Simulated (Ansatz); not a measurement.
What does this script print? It uses Ansatz 0.2.0 through its Python package.

Contents of `zn.cif`:
```cif
data_Zn
_cell_length_a 2.717652
_cell_length_b 2.717652
_cell_length_c 2.717652
_cell_angle_alpha 109.47122
_cell_angle_beta 109.47122
_cell_angle_gamma 109.47122
_symmetry_space_group_name_H-M 'P 1'
_symmetry_Int_Tables_number 1
loop_
_symmetry_equiv_pos_as_xyz
'x, y, z'
loop_
_atom_site_label
_atom_site_type_symbol
_atom_site_fract_x
_atom_site_fract_y
_atom_site_fract_z
Zn1 Zn    0.000000    0.000000    0.000000
```

The script, `zn_vacuum.py`:
```python
import ansatz as az
from ase.build import surface
from ase.io import read
import numpy as np
import pandas as pd

FILLING = 'cold'
KMESH = (7, 7, 1)

atoms = read('zn.cif')
rows = []
for value in [3.0, 4.0, 5.0, 6.5, 8.0]:
    slab = surface(atoms, (0, 1, 0), 3, vacuum=value)
    slab.pbc = True
    calc = (
        az.Crystal.from_ase(slab).calculation()
        .basis(20 * az.Ry)
        .mixing('broyden', preconditioner='local_kerker')
        .occupations(FILLING)
        .accuracy('medium')
        .functional(az.Functional.LDA)
        .kpoints(*KMESH)
        .electric_field(axis=3, dipole_correction=True)
    )
    data = calc.run(threads=1, backend='cpu').report
    face = data['work_function']
    rows.append((value, len(slab), data['free_energy_ev'], face['dipole_moment_e_ang'], face.get('phi_plus_ev'), face.get('phi_minus_ev')))

print(pd.DataFrame(rows, columns=['vacuum each side (A)', 'atoms', 'F (eV)', 'dipole (e A)', 'phi upper (eV)', 'phi lower (eV)']).round(4).to_string(index=False))
```

```console
$ python zn_vacuum.py
DeckWarning: basis.ecutwfc = 272.11386245988 eV is below the records' recommended 420 eV, and the density's cutoff is lower with it unless basis.ecutrho_ratio is high enough to keep the records' density cutoff: compare with a run at a higher cutoff
RunWarning: efield: at this solve's end the planar-averaged density reaches 2.49e-2 e/Å³ inside the ramp window [0.8542, 0.1458] (bound 1e-5 e/Å³); the window's nearer edge stands 1.48 Å from this [...]
 vacuum each side (A)  atoms     F (eV)  dipole (e A)  phi upper (eV)  phi lower (eV)
                  3.0      3 -9736.1571        0.0000          4.1763          4.1765
                  4.0      3 -9736.1844       -0.0000          4.5580          4.5774
                  5.0      3 -9736.1626        0.0001          4.6277          4.6293
                  6.5      3 -9736.1830       -0.0001          4.6455          4.6444
                  8.0      3 -9736.1823        0.0000          4.6488          4.6489
```
(Warnings from the package without file and line, shortened, repeats left out.)

Reading the output:
- These settings explore the input space; cutoff and mesh may be short of convergence.
- The cutoff lies under the one recommended for these potentials.
- The density doesn't vanish in the vacuum (a short gap or a low cutoff), which blurs the vacuum level.
- The mesh is modest for a metal, so energies can be off by several to tens of meV an atom and pressures by half a GPa or more; differences at equal mesh fare better.
- This isn't the structure that Zn takes at ambient conditions.
- The slabs are thin, unrelaxed cuts of the structure as given, on a modest mesh, so the surface energy isn't converged; Miller indices refer to the cell as typed, and unlike faces give only a mean.
- The whole script took 12 s on 1 thread of Arm Neoverse V1 (shared host), peak memory 0.42 GiB.

(Lines on the test bed's own set-up are left out of the output.)
